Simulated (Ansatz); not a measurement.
The system is GdO.

```
Gd O
1.0
     0.00000    2.70000    2.70000
     2.70000    0.00000    2.70000
     2.70000    2.70000    0.00000
Gd O
1 1
Cartesian
  0.0000 0.0000 0.0000
  4.0500 4.0500 4.0500
```

Base run:

- Program: Ansatz 0.2.0
- Functional: PBE
- Potentials or basis: Ansatz PAW
- Cutoff: 420 eV (not typed: the program's choice for these potentials)
- k mesh: 9 × 9 × 9
- Occupations: fermi-dirac, width 0.05 eV
- Spin: collinear spin, ferromagnetic start
- Starting moments: [7.0, 0.0] μB
- Hubbard terms: Gd f U = 2 eV

Its results: band gap on the k mesh none (metal or under the smearing width); pressure -0.6 GPa; net moment 7.84 μB per cell; site moments Gd +6.97; O +0.02 μB.

**Question.** The run is repeated on the same cell with these changes: hubbard terms from Gd f U = 2 eV to Gd f U = 8 eV. What comes out?

**Answer.** Band gap on the k mesh none (metal or under the smearing width); pressure 0.0 GPa; net moment 7.93 μB per cell; site moments Gd +7.02; O +0.02 μB.

Caveats: the magnetic or orbital state may not be the lowest; spin-orbit coupling is left out, which moves the levels of the heavy elements; a cell with one magnetic atom can't hold antiferromagnetic order, which such compounds often take.
